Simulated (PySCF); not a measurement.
**C₅H₆ClFO: electronic excitations**

What electronic excitations should C₅H₆ClFO (`C=CC[C@H](F)C(=O)Cl`) show?

The runs use PySCF 2.14.0, with density-fitted response routines of our own; the level of theory stands in each step. All values are computed, except where a source is named. Atoms are numbered from 0 throughout.

## (1) Starting geometry

14 atoms, charge 0, multiplicity 1; geometry from: GFN2-xTB.

Bonds of the start (Å): C0–C1 1.32, C1–C2 1.50, C2–C3 1.54, C3–F4 1.37, C3–C5 1.51, C5–O6 1.19, C5–Cl7 1.75, C0–H8 1.08, C0–H9 1.08, C1–H10 1.08, C2–H11 1.09, C2–H12 1.09, C3–H13 1.10.

## (2) Ultraviolet spectrum: B3LYP/def2-SVPD

What the job is given:

```
{"job": {"kind": "uv", "xc": "B3LYP", "basis": "def2-SVPD", "nstates": 8, "ntriplets": 3}, "charge": 0, "multiplicity": 1}
C      1.952869     0.889943    -0.200624
C      1.269116    -0.210484     0.046175
C      0.047638    -0.626122    -0.712483
C     -1.167312    -0.772687     0.218004
F     -2.239379    -1.235552    -0.499857
C     -1.466379     0.571442     0.845901
O     -1.021271     0.965522     1.872492
Cl    -2.491185     1.574797    -0.150836
H      1.666147     1.574924    -0.981510
H      2.830699     1.150472     0.363828
H      1.574829    -0.882411     0.836562
H     -0.193413     0.100171    -1.490822
H      0.210194    -1.598871    -1.184725
H     -0.973231    -1.501616     1.015730
```

Method: TDDFT B3LYP/def2-SVPD, vertical, gas phase, core orbitals frozen in the response.

Predict these results of the whole session: lowest singlet (B3LYP/def2-SVPD); brightest single state of those computed; lowest triplet.

**Answer**, as computed:

| quantity | value |
| --- | --- |
| lowest singlet (B3LYP/def2-SVPD) | 4.80 eV (258 nm), f = 0.005 |
| brightest single state of those computed | state 6, 7.09 eV, f = 0.099 |
| lowest triplet | 4.33 eV |

The first singlet state (HOMO→LUMO 0.59, HOMO−1→LUMO 0.40) lies at 4.80 eV and is weak; of the 8 states computed, the strongest absorption comes from state 6 at 7.09 eV. The lowest triplet lies 0.47 eV below the lowest singlet (triplets in Tamm-Dancoff, singlets in full TDDFT).
